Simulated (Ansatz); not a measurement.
CsRb, space group Cmmm, an SCF with some post-processing

Run with Ansatz 0.2.0, Python API.

`analyse_csrb.py`
```python
'''One SCF of CsRb and its post-processing.'''

from dataclasses import dataclass
from pathlib import Path

import ansatz as az
import numpy as np
from pymatgen.core import Structure


@dataclass(frozen=True)
class Settings:
    kmesh: tuple[int, ...] = (5, 5, 3)
    occupations: str = 'Methfessel-Paxton'
    smearing_width: float = 0.02
    max_iterations: int = 60


settings = Settings()


def main() -> None:
    system = (
        az.Lattice.from_parameters(6.075728, 8.506305, 8.38994, alpha=90, beta=90, gamma=90)
        .space_group(65, hermann_mauguin='Cmmm')
        .atom('Cs', (0.0, 0.0, 0.0))
        .atom('Rb', (0.5, 0.0, 0.5))
        .primitive()
    )

    base = system.calculation()
    base = base.functional(az.Functional.PBESOL)
    base = base.basis(47 * az.Ry).kpoints(*settings.kmesh, center='monkhorst-pack')
    base = base.occupations(settings.occupations, width=settings.smearing_width).mixing('anderson')
    base = base.scf(max_iterations=settings.max_iterations)
    base = base.density_of_states(energy_step=0.05, projected=True)
    base = base.bader_charges().potential_components()
    def show(event):
        row = event['data']
        if event['event'] == 'scf_iter' and row.get('harris_foulkes_ev') is not None:
            print(f'  iteration {row["iter"]:3d}  Harris-Foulkes {row["harris_foulkes_ev"]:.5f} eV  residual {row["dr2_ev"]:.2e}')


    done = base.session().plan().execute(on_event=show)
    report = done.report

    n_atoms = len(report['lattice']['sites'])
    print('F =', round(report['free_energy_ev'], 4), 'eV for', n_atoms, 'atoms')
    print('E(sigma -> 0) =', round(report['energy_sigma0_ev'], 4), 'eV, TS =', round(report['entropy_ts_ev'], 5), 'eV')
    print('closed by', report['closed_by'], 'after', report['n_iterations'], 'iterations')

    dos = done.density_of_states()
    energy = np.asarray(dos.energies_ev) - dos.fermi_ev
    projected = done.projected_density_of_states()
    # electrons in each projected shell, from the curves below the Fermi level
    step = energy[1] - energy[0]
    for index, site in enumerate(projected.sites):
        for shell in site.shells:
            curve = sum(np.sum(part.g_bin_mean_per_ev, axis=0) for part in shell.curves)
            print(f'site {index} {site.species:2s} {shell.label:3s} filled {curve[energy <= 0].sum() * step:7.3f}  at E_F {np.interp(0, energy, curve):7.3f} /eV')

    final = Structure(done.lattice.cell_ang, [s.symbol for s in done.lattice.sites], [s.position_frac for s in done.lattice.sites])
    # count neighbours out to a fixed multiple of the shortest distance
    for index, (site, neighbours) in enumerate(zip(final, final.get_all_neighbors(5.5))):
        first = min(n.nn_distance for n in neighbours)
        shell = [n for n in neighbours if n.nn_distance < 1.1 * first]
        mean = sum(n.nn_distance for n in shell) / len(shell)
        print(f'atom {index} {site.specie.symbol}: {len(shell)} neighbours within 1.1 of the shortest distance, mean {mean:.3f} A')

    charges = done.bader_charges()
    for atom in charges.atoms:
        print(f'Bader charge {atom.symbol:2s} {atom.partial_charge_e:+.3f} e')

    folder = Path(done.write_results('parts'))
    text = (folder / 'v_comp_z.tsv').read_text().splitlines()
    rows = np.array([line.split() for line in text if not line.startswith('#')], dtype=float)
    print(text[0])
    print(np.array2string(rows[:: max(len(rows) // 12, 1)], precision=3, suppress_small=True))


if __name__ == '__main__':
    main()
```

```console
$ python analyse_csrb.py
  iteration   1  Harris-Foulkes -8802.78345 eV  residual 8.79e-03
  iteration   2  Harris-Foulkes -8802.78233 eV  residual 2.45e-03
  iteration   3  Harris-Foulkes -8802.78192 eV  residual 6.43e-05
  iteration   4  Harris-Foulkes -8802.78192 eV  residual 1.45e-05
  iteration   5  Harris-Foulkes -8802.78193 eV  residual 1.51e-06
  iteration   6  Harris-Foulkes -8802.78193 eV  residual 4.44e-07
  iteration   7  Harris-Foulkes -8802.78193 eV  residual 1.24e-08
F = -8802.7819 eV for 2 atoms
E(sigma -> 0) = -8802.782 eV, TS = -0.00015 eV
closed by deck_thresholds after 7 iterations
site 0 Cs 5S  filled   1.995  at E_F   0.001 /eV
site 0 Cs 6S  filled   0.914  at E_F   0.870 /eV
site 0 Cs 5P  filled   5.992  at E_F   0.013 /eV
site 1 Rb 4S  filled   1.997  at E_F   0.001 /eV
site 1 Rb 5S  filled   1.064  at E_F   0.994 /eV
site 1 Rb 4P  filled   5.995  at E_F   0.007 /eV
atom 0 Cs: 8 neighbours within 1.1 of the shortest distance, mean 5.203 A
atom 1 Rb: 8 neighbours within 1.1 of the shortest distance, mean 5.203 A
Bader charge Cs +0.117 e
Bader charge Rb -0.117 e
# z_ang	v_loc[eV]	v_h[eV]	v_xc[eV]
[[  0.     -8.836   6.793  -7.498]
 [  0.699  -3.229   2.885  -6.311]
 [  1.398   7.344  -4.411  -4.591]
 [  2.097  11.016  -7.311  -4.112]
 [  2.797   7.344  -4.021  -4.313]
 [  3.496  -3.748   4.475  -5.784]
 [  4.195 -15.414   9.962  -6.885]
 [  4.894  -3.748   4.475  -5.784]
 [  5.593   7.344  -4.021  -4.313]
 [  6.292  11.016  -7.311  -4.112]
 [  6.992   7.344  -4.411  -4.591]
 [  7.691  -3.229   2.885  -6.311]]
```

What to keep in mind:
- These settings explore the input space; cutoff and mesh may be short of convergence.
- Under cold or Methfessel-Paxton smearing the entropy term is a generalised one and can be negative.
- For a metal this k-point mesh is coarse: on a finer one energies can move by several to tens of meV an atom and pressures by half a GPa or more, differences at one mesh by less.
- Projections exist only for the shells that the potentials hold, some of them semicore, and samples at single energies can miss narrow peaks.
- The empty d shell of the heavier alkali and alkaline-earth atoms, which makes much of a conduction band, may have no channel.
- This cell is a computed structure, which may not be the phase found in nature.
- The computed bands are complete only to about 1.3 eV above the Fermi level; beyond that the density of states is undercounted.
- Timing: 14 s on 1 thread of Arm Neoverse V2 (shared host), peak memory 0.55 GiB.

(Lines on the test bed's own set-up are left out of the output.)
